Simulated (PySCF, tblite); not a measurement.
**C3H10Si2 (triplet), a small gas-phase stand-in for a defect centre: EPR parameters**

What EPR parameters should one expect for `[SiH3]C[C]C[SiH3]`? It is drawn as: twofold C.

Computed with tblite 0.8.0 and PySCF 2.14.0; each step states its level. No surroundings beyond the atoms listed, unless a continuum is named. Atoms count from 0, parts from 1.

## (1) The system as given

15 atoms, charge 0, multiplicity 3; geometry: distance geometry start.

## (2) Relaxing the cluster with GFN2-xTB

Job settings and geometry (Å):

```
{"job": {"kind": "relax", "xc": "GFN2-xTB", "basis": "xTB"}, "charge": 0, "multiplicity": 3}
C     -0.137372    -1.043213     0.027347
C     -0.803150     0.174021    -0.496406
Si    -2.646850     0.131254    -0.165567
C      1.163739    -0.873604     0.721386
Si     2.339846     0.320037    -0.041501
H     -0.440960     1.119557    -0.059173
H     -0.738938     0.215410    -1.591488
H     -3.132163     1.445275     0.280863
H     -2.984100    -0.859141     0.871460
H     -3.415094    -0.181910    -1.394776
H      1.024367    -0.583116     1.774620
H      1.673712    -1.869463     0.766347
H      1.883317     0.896403    -1.315730
H      2.607952     1.409924     0.910465
H      3.647661    -0.310627    -0.279787
```

With the program's defaults for keys left out, this is: GFN2-xTB geometry optimisation, gas phase.

Run with:

```sh
OMP_NUM_THREADS=1 python cluster_run.py task.json out
```

One launch serves the whole session: the jobs run in the order shown.

**Question.** The jobs that follow are: PBE0-D3(BJ)/def2-SVP geometry optimisation, gas phase; UKS B3LYP, IGLO-III on C Si, pcH-1 on H, non-relativistic, mean-field spin-orbit, GIAO; UKS BHandHLYP, IGLO-III on C Si, pcH-1 on H, non-relativistic, mean-field spin-orbit, GIAO. Predict: point group; rotational constants (main isotopes); D, E (B3LYP); g(iso) (B3LYP); ⟨S²⟩; largest a(iso) (averaged by class).

As calculated:

| quantity | value |
| --- | --- |
| point group | C2 |
| rotational constants (main isotopes) | 5.65, 1.36, 1.27 GHz |
| D, E (B3LYP) | 0.627, 0.047 cm⁻¹ |
| g(iso) (B3LYP) | 2.00245 |
| ⟨S²⟩ | 2.008 (exact 2.00) |
| largest a(iso) (averaged by class) | 13C on C0, 225.3 MHz |

In words: The start of the PBE0/def2-SVP relaxation was shaken at random by about 0.01 Å, so part of the energy gained, and of the first lengths quoted, undoes that. The optimisation took 4 steps and gained 0.155 eV; among the close pairs (by a distance rule), Si2–H7 changed most, from 1.447 to 1.496 Å (PBE0/def2-SVP). C0 carries the largest spin population, 1.80 e. The isotropic g lies 0.1 ppt above the free-electron value. The coupling of 13C on C0 runs from 225.3 (B3LYP/IGLO-III+pcH-1) to 255.2 MHz (BHandHLYP/IGLO-III+pcH-1). The triplet was assumed; the singlet may lie lower. A capped cluster stands for the solid here, so long-range fields and strain are missing, and bands or shifts of the capping hydrogens have no counterpart in it.
